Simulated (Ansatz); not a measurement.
# FGeH5O2Si: one species, many methods

How much do the methods differ for FGeH5O2Si? The plan is to run it at one geometry with functionals of several rungs and with coupled cluster, and see how far each lands from CCSD(T) at the basis-set limit for the atomisation energy.

Computed with Ansatz 0.2.0, Gaussian basis. Level: functionals in def2-TZVPP, the program's frozen cores in correlated methods.

Plan: LDA (SPW92), PBE-D4, revPBE-D4, BLYP-D4, r2SCAN-D4, B97M-V, PBE0-D4, B3LYP-D4, r2SCANh-D4, r2SCAN0-D4, HSE06-D4, BHLYP-D4, CAM-B3LYP-D4, LC-ωPBE, ωB97X-V, ωB97M-V, B2PLYP, PBE-QIDH; CCSD(T)/def2-SVP; CCSD(T)/def2-TZVPP; MP2/def2-QZVPP; extrapolation to the limit; RPA on PBE.

### 1 The geometry

The geometry comes from an earlier relaxation with PBE0-D4 in a triple-zeta def2 set; it is a stationary point, not always the lowest conformer.

SMILES `O[SiH](F)[O][GeH3]`, 10 atoms, charge 0, spin multiplicity 1.

Atoms are counted from 1 here; the program's logs count them from 0.

Bond lengths: O1–Si2 1.633 Å, O1–H6 0.958 Å, Si2–F3 1.596 Å, Si2–O4 1.604 Å, Si2–H7 1.472 Å, O4–Ge5 1.786 Å, Ge5–H8 1.534 Å, Ge5–H9 1.535 Å, Ge5–H10 1.532 Å. Angles: Si2–O1–H6 118.8°, O1–Si2–F3 108.1°, O1–Si2–O4 108.1°, O1–Si2–H7 113.2°, F3–Si2–O4 111.1°, F3–Si2–H7 106.4°, O4–Si2–H7 109.9°, Si2–O4–Ge5 134.6°, O4–Ge5–H8 107.6°, O4–Ge5–H9 108.6°, O4–Ge5–H10 104.9°, H8–Ge5–H9 111.7°, H8–Ge5–H10 111.8°, H9–Ge5–H10 111.8°.

### 2 LDA

This LDA is Slater exchange with PW92 correlation.

File in.yaml:

```yaml
crystal:
  periodic: [false, false, false]
  atoms:
    - {symbol: O, position_ang: [-1.635457, 0.649421, 0.560899]}
    - {symbol: Si, position_ang: [-0.096712, 1.192909, 0.613362]}
    - {symbol: F, position_ang: [0.434727, 1.031793, 2.109279]}
    - {symbol: O, position_ang: [0.776844, 0.316721, -0.407612]}
    - {symbol: Ge, position_ang: [0.705184, -1.370034, -0.990857]}
    - {symbol: H, position_ang: [-2.231286, 0.883298, 1.273387]}
    - {symbol: H, position_ang: [0.025617, 2.621295, 0.280960]}
    - {symbol: H, position_ang: [-0.353713, -1.433480, -2.098569]}
    - {symbol: H, position_ang: [0.347478, -2.282577, 0.190458]}
    - {symbol: H, position_ang: [2.110417, -1.660346, -1.528407]}
basis:
  gaussian: {orbitals: def2-TZVPP}
hamiltonian: {xc: lda}
output: {orbitals: {seedname: orbitals}}
```

Command:

```
$ ansatz run in.yaml --threads 4 --pin off --events-out ev --progress --plain --max-ram 10444MiB
```

After this run come: PBE-D4 (GGA); revPBE-D4 (GGA); BLYP-D4 (GGA); r2SCAN-D4 (meta-GGA); B97M-V (meta-GGA); B3LYP-D4 (hybrid); r2SCANh-D4 (hybrid); r2SCAN0-D4 (hybrid); HSE06-D4 (hybrid); BHLYP-D4 (hybrid); CAM-B3LYP-D4 (range-separated); LC-ωPBE (range-separated); ωB97X-V (range-separated); ωB97M-V (range-separated); B2PLYP (double hybrid); PBE-QIDH (double hybrid); CCSD(T) in def2-SVP; CCSD(T) in def2-TZVPP; MP2 in def2-QZVPP; RPA on PBE orbitals.

Q: Predict the results of all the runs planned. Wanted: atomisation energy, CCSD(T)/CBS; farthest beyond LDA; mean size of error, GGA; mean size of error, meta-GGA; mean size of error, hybrid; mean size of error, range-separated; mean size of error, double hybrid; gap, smallest and largest; T1 diagnostic.

As calculated:

| quantity | value |
| --- | --- |
| atomisation energy, CCSD(T)/CBS | 3644.5 kJ/mol |
| functionals within 36.4 kJ/mol (1.0 %) | r2SCAN-D4, B97M-V, CAM-B3LYP-D4, ωB97X-V, ωB97M-V |
| farthest beyond LDA | BHLYP-D4 (-161.3 kJ/mol) |
| mean size of error, GGA | 81.1 kJ/mol |
| mean size of error, meta-GGA | 23.3 kJ/mol |
| mean size of error, hybrid | 99.3 kJ/mol |
| mean size of error, range-separated | 34.7 kJ/mol |
| mean size of error, double hybrid | 79.7 kJ/mol |
| gap, smallest and largest | 6.58 eV (LDA (SPW92)), 14.18 eV (LC-ωPBE) |
| T1 diagnostic | 0.0119 |
| triples share of the correlation energy | 3.2 % |

**Reading.** LDA overbinds by 466.8 kJ/mol (13 %). PBE-D4 misses by -38.6 kJ/mol. Double hybrids carry the basis error of their MP2 part in triple zeta, and no dispersion term here, so their miss is partly the set-up's. The rungs meta-GGA, range-separated miss on average by less than the doubt on the reference (36.4 kJ/mol), so they tie. Misses under about 36.4 kJ/mol are within the doubt on the reference itself, which lacks core-valence correlation, relativity and higher excitations, and its outer-core shells are covered unevenly. Hartree-Fock recovers 72 % of the binding; the rest is correlation. CCSD(T) in def2-SVP is off by -318.3 kJ/mol, which most functionals beat. The gap grows from 6.6 to 14.2 eV across the functionals, mostly with the share of exact exchange. Correlated methods include outer-core shells of Ge, which these sets cover unevenly.
